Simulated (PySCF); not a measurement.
# EuH3O3 ([Eu(OH)3]-): the cost of one run

Programs: PySCF 2.14.0, with routines of our own; each step states its level. All values are computed. Atoms count from 0.

## 1. The system as given

7 atoms, charge -1, states of the metal's open shell are computed; geometry from: model geometry, bond lengths from ionic radii.

## 2. Ligand-field states: state-averaged CASSCF

The job: settings as JSON, then the geometry in Å.

```
{"job": {"kind": "lf", "basis": {"metal": "x2c-TZVPall", "ligand": "x2c-SVPall"}, "nevpt": false, "roots": {"8": 1, "6": 48, "4": 120, "2": 113}}, "charge": -1, "metal": "Eu", "open_shell": "f7"}
Eu     0.000000     0.000000     0.000000
O      2.360000     0.000000     0.000000
H      2.900000     0.800000     0.000000
O     -1.180000     2.043820     0.000000
H     -2.142820     2.111474     0.000000
O     -1.180000    -2.043820     0.000000
H     -0.757180    -2.911474     0.000000
```

With the program's defaults for keys left out, this is: state-averaged CASSCF of the metal f shell, state-interaction spin-orbit coupling.

Started as:

```sh
$ OMP_NUM_THREADS=1 python lf_run.py task.json out
```

One launch serves the whole session: the jobs run in the order shown.

Q: Estimate the wall time and peak memory of this first job on 1 thread of Arm Neoverse N1, shared host.

About 61 s, with a peak of 0.66 GiB.
